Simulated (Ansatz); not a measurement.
# CuPd: stress in a strained cell

CuPd is deformed so: equal xy, yz and zx engineering shear strains of +2 %. What stress and forces result, by LAPW, PAW and all-electron datasets made for the crystal?

Computed with Ansatz 0.2.0 (DFT PBEsol, scalar-relativistic, unless a step's input says otherwise).

## Step 1: Starting point

The structure is cubic, space group Pm-3m (No. 221). Conventional cell: a = 2.988 Å, b = 2.988 Å, c = 2.988 Å, α = 90.00°, β = 90.00°, γ = 90.00°. Cu (site symmetry m-3m) is surrounded by 8 Pd at 2.59 Å. Pd (site symmetry m-3m) has 8 Cu at 2.59 Å as nearest neighbours.

Structure file:

```cif
data_structure
_symmetry_space_group_name_H-M 'Pm-3m'
_symmetry_Int_Tables_number 221
_cell_length_a 2.9880
_cell_length_b 2.9880
_cell_length_c 2.9880
_cell_angle_alpha 90.000
_cell_angle_beta 90.000
_cell_angle_gamma 90.000
_cell_volume 26.68
loop_
_atom_site_label
_atom_site_type_symbol
_atom_site_symmetry_multiplicity
_atom_site_Wyckoff_symbol
_atom_site_fract_x
_atom_site_fract_y
_atom_site_fract_z
_atom_site_occupancy
Cu1 Cu 1 a 0.00000 0.00000 0.00000 1
Pd1 Pd 1 b 0.50000 0.50000 0.50000 1
```

The file gives the conventional cell by its symmetry; the runs use the cell typed in the input.

Atoms are numbered in the order of the input: Cu1, Pd2.

## Step 2: The deformed structure

Space group Pm-3m before, R-3m after.

## Step 3: All-electron LAPW

File input.yaml:

```yaml
crystal:
  lattice:
    - [2.988, 0.02988, 0.02988]
    - [0.02988, 2.988, 0.02988]
    - [0.02988, 0.02988, 2.988]
  atoms:
    - { symbol: Cu, position: [0.0, 0.0, 0.0] }
    - { symbol: Pd, position: [0.5, 0.5, 0.5] }
kpoints:
  mp_grid: { grid: [14, 14, 14] }
  band_path:
    path:
      - [0.0, 0.0, 0.0]
      - [0.5, 0.5, 0.5]
      - [0.5193194925, 0.4806805075, 0.5]
      - [0.5, -0.4806805075, 0.4806805075]
      - [0.5, 0.0, 0.0]
      - [0.0, 0.0, 0.0]
      - [0.4903402537, -0.4903402537, 0.0]
      - [0.5096597463, 0.0, 0.4903402537]
      - [0.5, 0.0, 0.5]
    npoints: 5
scf:
  occupations: { method: fermi_dirac, width: 0.05 }
hamiltonian:
  xc: pbesol
  pseudopotentials: { kind: all_electron, lapw: { basis_error: 0.00025 } }
output:
  forces: true
  stress: true
  eigenvalues: true
```

On the command line:

```sh
$ ansatz run input.yaml --threads 1 --pin off --max-ram 3072MiB --backend cpu --events-out ev --progress --plain --runs-dir out
```

## Step 4: Frozen-core PAW

File input.yaml:

```yaml
crystal:
  lattice:
    - [2.988, 0.02988, 0.02988]
    - [0.02988, 2.988, 0.02988]
    - [0.02988, 0.02988, 2.988]
  atoms:
    - { symbol: Cu, position: [0.0, 0.0, 0.0] }
    - { symbol: Pd, position: [0.5, 0.5, 0.5] }
kpoints:
  mp_grid: { grid: [14, 14, 14] }
scf:
  occupations: { method: fermi_dirac, width: 0.05 }
hamiltonian:
  xc: pbesol
  pseudopotentials: { kind: paw }
output:
  forces: true
  stress: true
  eigenvalues: true
  efg: { contact_densities: true }
```

## Step 5: Datasets made for this crystal

input.yaml: that of step 4 with these lines changed.

```diff
@@ -14,3 +14,3 @@
   xc: pbesol
-  pseudopotentials: { kind: paw }
+  pseudopotentials: { kind: all_electron, datasets: crystal }
 output:
```

(Steps that only read results are left out.)

What does the calculation give? Wanted: pressure; largest shear or deviatoric stress.

The runs gave:

```
                                 quantity                                              value
                                 pressure  LAPW -4.40, PAW -4.37, crystal datasets -4.40 GPa
largest shear or deviatoric stress (LAPW)                                           1.73 GPa
```

**Reading.** The largest part of the stress beyond the pressure is 1.73 GPa in size; the atoms are carried along and not relaxed. No run of the undeformed cell stands beside it, so the pressure holds what the given cell had before the change. PAW: stress within 0.03 GPa of LAPW. Crystal datasets: stress within 0.01 GPa of LAPW.
